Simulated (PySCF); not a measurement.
# Cu₂O₂: singlet, from a rhombic ring start

Where does singlet Cu₂O₂ go from a rhombic ring start, is the end point a minimum, and what are its modes, charges and moments?

Program: PySCF 2.14.0. Level of theory: PBE0, basis Cu def2-TZVP, O def2-TZVP, no relativity, density fitting. These are calculated values, not measurements.

**1. Where the work starts**

4 atoms, charge 0, spin multiplicity 1.

Bond lengths: Cu1–Cu2 2.530 Å, Cu1–O3 1.855 Å, Cu1–O4 1.855 Å, Cu2–O3 1.855 Å, Cu2–O4 1.855 Å. Angles: Cu2–Cu1–O3 47.0°, Cu2–Cu1–O4 47.0°, O3–Cu1–O4 94.0°, Cu1–Cu2–O3 47.0°, Cu1–Cu2–O4 47.0°, O3–Cu2–O4 94.0°, Cu1–O3–Cu2 86.0°, Cu1–O4–Cu2 86.0°.

```xyz
4
charge 0 multiplicity 1
Cu    1.2651    0.0000    0.0000
Cu   -1.2651    0.0000    0.0000
O     0.0000    1.3567    0.0000
O     0.0000   -1.3567    0.0000
```

**2. First SCF at the start**

The steps below are one call of a driver around PySCF. For each, scf.py gives the equivalent set-up of the SCF; relaxations use the driver's own optimiser. After this first run the driver tries any further starts and a stability analysis.

File scf.py:

```python
from pyscf import gto, scf, dft
mol = gto.M(atom='''
Cu     1.265100     0.000000     0.000000
Cu    -1.265100     0.000000     0.000000
O      0.000000     1.356700     0.000000
O      0.000000    -1.356700     0.000000''',
    basis={'Cu': 'def2-TZVP', 'O': 'def2-TZVP'},
    charge=0, spin=0)
mf = dft.RKS(mol, xc='PBE0')
mf.grids.atom_grid = (50, 194)
aux = {'Cu': 'def2-universal-JKFIT', 'O': 'def2-universal-JKFIT'}
mf = mf.density_fit(auxbasis=aux)
mf.conv_tol = 1e-08
mf.diis_space = 10
mf.max_cycle = 60
mf.init_guess = 'minao'
mf.verbose = 4
mf.kernel()
```

On the command line:

```bash
OMP_NUM_THREADS=4 python axn.py task.json out
```

The program printed:

```text
init E= -3430.12621798887
  HOMO = -0.0880061515138661  LUMO = -0.0748535698751867  gap/eV = 0.35790
cycle= 1 E= -3427.00035955617  delta_E= 3.13  |g|=  6.1  |ddm|= 2.64
  HOMO = -0.2297689061412  LUMO = -0.175570469486443  gap/eV = 1.47481
cycle= 2 E= -3412.85911729297  delta_E= 14.1  |g|=   12  |ddm|= 9.43
  HOMO = -0.487656820290413  LUMO = -0.434930644555088  gap/eV = 1.43475
cycle= 3 E= -3430.34186157585  delta_E= -17.5  |g|= 1.98  |ddm|= 8.52
  HOMO = -0.0895179783509923  LUMO = -0.0579314341907775  gap/eV = 0.85951
cycle= 4 E= -3427.84398298939  delta_E=  2.5  |g|= 3.21  |ddm|= 2.98
  HOMO = -0.279188900601251  LUMO = -0.186548327860962  gap/eV = 2.52088
cycle= 5 E= -3430.79906369453  delta_E= -2.96  |g|= 0.232  |ddm|= 2.67
  HOMO = -0.244042367087584  LUMO = -0.137613740966742  gap/eV = 2.89607
cycle= 6 E= -3430.81174464736  delta_E= -0.0127  |g|= 0.0473  |ddm|= 0.225
  HOMO = -0.248512690404278  LUMO = -0.139766742169918  gap/eV = 2.95913
cycle= 7 E= -3430.81196529569  delta_E= -0.000221  |g|= 0.0208  |ddm|= 0.0498
  HOMO = -0.249933207372239  LUMO = -0.140202167139307  gap/eV = 2.98593
cycle= 8 E= -3430.81203918372  delta_E= -7.39e-05  |g|= 0.00551  |ddm|= 0.0125
  HOMO = -0.25056081378419  LUMO = -0.140684898300414  gap/eV = 2.98988
cycle= 9 E= -3430.81204491839  delta_E= -5.73e-06  |g|= 0.00195  |ddm|= 0.0034
  HOMO = -0.250646594013715  LUMO = -0.140745375405224  gap/eV = 2.99056
cycle= 10 E= -3430.81204567199  delta_E= -7.54e-07  |g|= 0.000191  |ddm|= 0.00151
  HOMO = -0.250669302704653  LUMO = -0.140768840457973  gap/eV = 2.99054
cycle= 11 E= -3430.81204567825  delta_E= -6.26e-09  |g|= 8.05e-05  |ddm|= 0.000173
  HOMO = -0.250659903915604  LUMO = -0.140764551620933  gap/eV = 2.99040
Extra cycle  E= -3430.81204566894  delta_E= 9.31e-09  |g|= 0.000299  |ddm|= 0.000146
converged SCF energy = -3430.81204566894
```

This step, with its further starts and checks, ran for 20 s (4 threads of Intel Xeon Platinum 8259CL at 2.50GHz (Skylake/Cascade Lake), shared host).

Energies from each starting density:

```
                      start   energy (Eh)
    the minimal-basis guess  -3430.812046
a thermally smeared density  -3430.812046
      a smeared PBE density  -3430.812046
```

The test of internal stability and the other starts found no lower closed-shell solution.

**3. Relaxing the singlet from the rhombic ring start**

The program finds D2h symmetry in the start, which this walk keeps. Threshold on the gradient: 0.0003 Eh/bohr, with a further test on the energy change.

Edit scf.py of step 2 so:

```diff
@@ -16 +15,0 @@
-mf.init_guess = 'minao'
```

The optimiser's trace:

```
step   energy (Eh)  change (kJ/mol)  largest symmetric gradient (Eh/bohr)
   0  -3430.812046             0.00                               0.03732
   1  -3430.816076           -10.58                               0.02526
   2  -3430.818889           -17.97                               0.00913
   3  -3430.819159           -18.68                               0.00232
   4  -3430.819193           -18.77                               0.00010
   5  -3430.819193           -18.77                               0.00000
```

The walk took 28 s.

Positions (Å) and forces (eV/Å) along the way:

```
step 0
Cu   1.265   0.000   0.000  -1.919   0.000   0.000
Cu  -1.265   0.000   0.000   1.919   0.000   0.000
O    0.000   1.357   0.000   0.000  -0.857   0.000
O    0.000  -1.357   0.000   0.000   0.857   0.000
step 1
Cu   1.236   0.000   0.000  -1.299   0.000   0.000
Cu  -1.236   0.000   0.000   1.299   0.000   0.000
O    0.000   1.345   0.000   0.000  -0.345   0.000
O    0.000  -1.345   0.000   0.000   0.345   0.000
step 3
Cu   1.174   0.000   0.000  -0.030   0.000   0.000
Cu  -1.174   0.000   0.000   0.030   0.000   0.000
O    0.000   1.355   0.000   0.000   0.119   0.000
O    0.000  -1.355   0.000   0.000  -0.119   0.000
step 5
Cu   1.170   0.000   0.000   0.000   0.000   0.000
Cu  -1.170   0.000   0.000   0.000   0.000   0.000
O    0.000   1.362   0.000   0.000   0.000   0.000
O    0.000  -1.362   0.000   0.000   0.000   0.000
```

It settles in D2h symmetry, 18.8 kJ/mol below the start, after 5 steps: Cu–Cu 2.339 Å, Cu–O 1.795 Å (×4); Cu–Cu–O 49.3° (×4), Cu–O–Cu 81.3° (×2), O–Cu–O 98.7° (×2).

**4. Frequencies**

The point is checked on the finer grid, and tightened if its gradient asks for it. The Hessian and the dipole derivatives come from central differences of analytic gradients, with steps of 0.02 bohr.

Edit scf.py of step 3 so:

```diff
@@ -3,4 +3,4 @@
-Cu     1.265100     0.000000     0.000000
-Cu    -1.265100     0.000000     0.000000
-O      0.000000     1.356700     0.000000
-O      0.000000    -1.356700     0.000000''',
+Cu     1.168830    -0.000000     0.000000
+Cu    -1.168830     0.000000     0.000000
+O      0.000000     1.362832     0.000000
+O      0.000000    -1.362832     0.000000''',
@@ -10 +10 @@
-mf.grids.atom_grid = (50, 194)
+mf.grids.atom_grid = (75, 302)
@@ -13 +13 @@
-mf.conv_tol = 1e-08
+mf.conv_tol = 1e-10
```

This SCF starts from the last density.

SCF at the final geometry:

```text
init E= -3430.81905110633
  HOMO = -0.253088790953659  LUMO = -0.138042271375312  gap/eV = 3.13058
cycle= 1 E= -3430.81905110629  delta_E= 4.09e-11  |g|= 2.22e-05  |ddm|= 9.81e-06
  HOMO = -0.253088696741316  LUMO = -0.138043212424009  gap/eV = 3.13055
cycle= 2 E= -3430.81905110565  delta_E= 6.35e-10  |g|= 8.32e-05  |ddm|= 3.62e-05
  HOMO = -0.253088726370202  LUMO = -0.138042461522964  gap/eV = 3.13057
cycle= 3 E= -3430.81905110632  delta_E= -6.67e-10  |g|= 1.01e-05  |ddm|= 2.94e-05
  HOMO = -0.253088742823211  LUMO = -0.138042451764733  gap/eV = 3.13057
cycle= 4 E= -3430.81905110634  delta_E= -1.64e-11  |g|= 2.28e-07  |ddm|= 3.79e-06
  HOMO = -0.253088796573314  LUMO = -0.13804249417521  gap/eV = 3.13057
Extra cycle  E= -3430.81905110633  delta_E= 3.64e-12  |g|= 6.41e-07  |ddm|= 4.71e-07
converged SCF energy = -3430.81905110633
```

The whole step took 87 s.

Geometry: D2h; Cu–Cu 2.338 Å, Cu–O 1.795 Å (×4); Cu–Cu–O 49.4° (×4), Cu–O–Cu 81.2° (×2), O–Cu–O 98.8° (×2).

Harmonic modes (main isotopes):

```json
{"symmetry": "b3u", "ω (cm⁻¹)": "186", "IR (km/mol)": "52.0", "μ (u)": "18.84"}
{"symmetry": "ag", "ω (cm⁻¹)": "291", "IR (km/mol)": "0.0", "μ (u)": "50.69"}
{"symmetry": "b2u", "ω (cm⁻¹)": "392", "IR (km/mol)": "37.6", "μ (u)": "18.84"}
{"symmetry": "b3g", "ω (cm⁻¹)": "468", "IR (km/mol)": "0.0", "μ (u)": "19.78"}
{"symmetry": "b1u", "ω (cm⁻¹)": "614", "IR (km/mol)": "47.2", "μ (u)": "18.84"}
{"symmetry": "ag", "ω (cm⁻¹)": "681", "IR (km/mol)": "0.0", "μ (u)": "17.04"}
```

μ is the mass of the mode for normalised Cartesian displacements, not the reduced mass of the usual diatomic formula.

Every mode is real; the point is a minimum.

Constants and moments:

| Property | Result |
| --- | --- |
| Dipole moment | 0.00 D |
| Highest occupied level | -6.89 eV |
| Lowest empty level | -3.76 eV |
| Rotational constants | 0.2837, 0.09804, 0.07286 cm⁻¹ |
| Zero-point energy | 15.7 kJ/mol |
| Principal polarisabilities | 30.4, 51.4, 69.6 bohr³ |
| Atomisation energy without zero-point energy | 770 kJ/mol |
| Principal traceless quadrupole moments about the centre of mass | -15.32, -1.72, 17.04 D Å |
| Entropy at 298.15 K and 1 bar | 296.0 J/(mol K) |
| Heat capacity Cp at 298.15 K | 67.7 J/(mol K) |
| Enthalpy at 298.15 K above 0 K | 14.78 kJ/mol |
| Rotational symmetry number | 4 |

Populations by atom (charges in e):

| atom | Mulliken | Löwdin | polar tensor | Mayer order to Cu1 |
| --- | --- | --- | --- | --- |
| Cu1 | 0.63 | 0.31 | 0.54 | – |
| Cu2 | 0.63 | 0.31 | 0.54 | 0.24 |
| O3,4 | -0.63 | -0.31 | -0.54 | 0.88 |

Mulliken populations on Cu1: s 6.49, p 12.30, d 9.59, f 0.00.

**5. A spin-polarised start**

A stability analysis found the closed shell of the lowest minimum unstable towards spin polarisation, so the unrestricted solution is followed.

The program finds D2h symmetry in the start, which may break. The walk stops when the largest gradient is under 0.0003 Eh/bohr and the energy has settled too.

Edit scf.py of step 4 so:

```diff
@@ -6 +6 @@
-O      0.000000    -1.362832     0.000000''',
+O     -0.000000    -1.362832     0.000000''',
@@ -9,2 +9,2 @@
-mf = dft.RKS(mol, xc='PBE0')
-mf.grids.atom_grid = (75, 302)
+mf = dft.UKS(mol, xc='PBE0')
+mf.grids.atom_grid = (50, 194)
@@ -13 +13 @@
-mf.conv_tol = 1e-10
+mf.conv_tol = 1e-08
```

Energy and gradient, step by step:

```
step   energy (Eh)  change (kJ/mol)  largest gradient (Eh/bohr)
   0  -3430.820585             0.00                     0.00579
   1  -3430.820706            -0.32                     0.00233
   2  -3430.820730            -0.38                     0.00017
   3  -3430.820730            -0.38                     0.00011
```

The walk took 29 s.

Geometry (Å) and forces (eV/Å) at some steps:

```
step 0
Cu   1.169   0.000   0.000   0.183   0.000   0.000
Cu  -1.169   0.000   0.000  -0.183   0.000   0.000
O    0.000   1.363   0.000   0.000   0.298   0.000
O    0.000  -1.363   0.000   0.000  -0.298   0.000
step 1
Cu   1.170   0.000   0.000   0.079   0.000   0.000
Cu  -1.170   0.000   0.000  -0.079   0.000   0.000
O    0.000   1.370   0.000   0.000   0.120   0.000
O    0.000  -1.370   0.000   0.000  -0.120   0.000
step 2
Cu   1.170   0.000   0.000   0.009   0.000   0.001
Cu  -1.170   0.000   0.000  -0.009   0.000   0.001
O    0.000   1.375   0.000   0.000   0.003  -0.001
O    0.000  -1.375   0.000   0.000  -0.003  -0.001
step 3
Cu   1.170   0.000   0.001   0.003   0.000  -0.006
Cu  -1.170   0.000   0.001  -0.006   0.000  -0.006
O    0.000   1.375  -0.001   0.002  -0.001   0.006
O    0.000  -1.375  -0.001   0.002   0.001   0.006
```

After 3 steps and 0.4 kJ/mol it ends at D2h: Cu–Cu 2.341 Å, Cu–O 1.806 Å (×4); Cu–Cu–O 49.6° (×4), Cu–O–Cu 80.8° (×2), O–Cu–O 99.2° (×2).

**6. Is it a minimum? Harmonic modes**

As before: finer grid, then central differences.

Edit scf.py of step 5 so:

```diff
@@ -3,4 +3,4 @@
-Cu     1.168830    -0.000000     0.000000
-Cu    -1.168830     0.000000     0.000000
-O      0.000000     1.362832     0.000000
-O     -0.000000    -1.362832     0.000000''',
+Cu     1.169935     0.000000     0.000000
+Cu    -1.169935    -0.000000    -0.000000
+O     -0.000000     1.375843    -0.000000
+O      0.000000    -1.375843     0.000000''',
@@ -10 +10 @@
-mf.grids.atom_grid = (50, 194)
+mf.grids.atom_grid = (75, 302)
@@ -13 +13 @@
-mf.conv_tol = 1e-08
+mf.conv_tol = 1e-10
```

Log of the central SCF (cycles and frontier levels):

```text
init E= -3430.82059382914
[... the frontier-level lines of each cycle are left out ...]
cycle= 1 E= -3430.82059382939  delta_E= -2.46e-10  |g|= 2.72e-05  |ddm|= 3.48e-05
cycle= 2 E= -3430.82059382821  delta_E= 1.18e-09  |g|= 9.51e-05  |ddm|= 5.44e-05
cycle= 3 E= -3430.8205938301  delta_E= -1.89e-09  |g|= 8.73e-06  |ddm|= 3.34e-05
cycle= 4 E= -3430.82059382957  delta_E= 5.31e-10  |g|= 1.42e-05  |ddm|= 3.89e-05
cycle= 5 E= -3430.82059382819  delta_E= 1.39e-09  |g|= 6.59e-06  |ddm|= 0.000167
cycle= 6 E= -3430.82059382804  delta_E= 1.42e-10  |g|= 3.61e-06  |ddm|= 4.97e-05
cycle= 7 E= -3430.82059382815  delta_E= -1.01e-10  |g|= 4.6e-06  |ddm|= 5.61e-05
cycle= 8 E= -3430.82059382817  delta_E= -2.5e-11  |g|= 1.78e-06  |ddm|= 1.94e-05
Extra cycle  E= -3430.82059382816  delta_E= 1.32e-11  |g|= 6.2e-06  |ddm|= 4.56e-06
converged SCF energy = -3430.82059382816  <S^2> = 0.44810964  2S+1 = 1.6710591
```

The whole step ran for 3.1 min (4 threads of Intel Xeon Platinum 8259CL at 2.50GHz (Skylake/Cascade Lake), shared host).

Geometry: D2h; Cu–Cu 2.340 Å, Cu–O 1.806 Å (×4); Cu–Cu–O 49.6° (×4), Cu–O–Cu 80.8° (×2), O–Cu–O 99.2° (×2).

Harmonic modes (main isotopes):

```tsv
ω (cm⁻¹)	IR (km/mol)
197	48.6
281	0.0
368	35.8
453	0.0
594	26.9
633	0.0
```

All wavenumbers are real: a minimum.

The SCF density has lower symmetry than the nuclear frame, so the modes carry no labels.

Properties at this point:

```yaml
Dipole_moment: 0.00 D
Highest_occupied_level: -7.10 eV
Lowest_empty_level: -3.64 eV
Rotational_constants: 0.2784, 0.09786, 0.0724 cm⁻¹
Zero-point_energy: 15.1 kJ/mol
Principal_polarisabilities: 30.6, 59.0, 69.7 bohr³
Atomisation_energy_without_zero-point_energy: 775 kJ/mol
Principal_traceless_quadrupole_moments_about_the_centre_of_mass: -15.36, -1.30, 16.66 D Å
Entropy_at_298.15_K_and_1_bar: 296.9 J/(mol K)
Heat_capacity_Cp_at_298.15_K: 68.6 J/(mol K)
Enthalpy_at_298.15_K_above_0_K: 14.95 kJ/mol
Rotational_symmetry_number: 4
Spin_squared_⟨S²⟩: 0.448
```

Populations by atom (charges in e):

```csv
atom,Mulliken,Löwdin,polar tensor,spin (Mulliken),Mayer order to Cu1
Cu1,0.61,0.30,0.49,0.00,–
Cu2,0.61,0.30,0.49,0.00,0.22
"O3,4",-0.61,-0.30,-0.49,0.00,0.87
```

Mulliken populations on Cu1: s 6.49, p 12.30, d 9.61, f 0.00.

**7. The points found, side by side**

| spin | group | bonds | imaginary modes (cm⁻¹) | ΔE (kJ/mol) | with zero-point energy |
| --- | --- | --- | --- | --- | --- |
| broken-symmetry (Ms = 0) | D2h (density of lower symmetry) | Cu–Cu 2.340 Å, Cu–O 1.806 Å (×4) | none | 0.0 | 0.0 |
| singlet | D2h | Cu–Cu 2.338 Å, Cu–O 1.795 Å (×4) | none | 4.1 | 4.7 |

**8. What came out**

| quantity | value |
| --- | --- |
| minimum | broken-symmetry (Ms = 0), D2h |
| geometry | Cu–Cu 2.340 Å, Cu–O 1.806 Å (×4); Cu–Cu–O 49.6° (×4), Cu–O–Cu 80.8° (×2), O–Cu–O 99.2° (×2) |
| wavenumbers (cm⁻¹) | 197, 281, 368, 453, 594, 633 |
| dipole moment | 0.00 D |
| highest occupied, lowest empty level (either spin) | -7.10, -3.64 eV |
| polar-tensor charge of Cu1 | +0.49 e |
| zero-point energy | 15.1 kJ/mol |
| entropy at 298.15 K | 296.9 J/(mol K) |
| atomisation energy (no zero-point energy) | 775 kJ/mol |
| ⟨S²⟩ | 0.448 |

What this shows: The rhombic ring start keeps its D2h symmetry and ends in a minimum. The determinant is spin-contaminated (⟨S²⟩ = 0.45 against 0.00), so it is no pure spin state. In the infrared the band at 197 cm⁻¹ leads. The dipole vanishes although Cu1 carries +0.5 e by the polar tensor: the bond dipoles cancel. Other starts or spin states, not run here, may lie lower. The SCF density has lower symmetry than the nuclear frame.

The search up to here took 6 min.
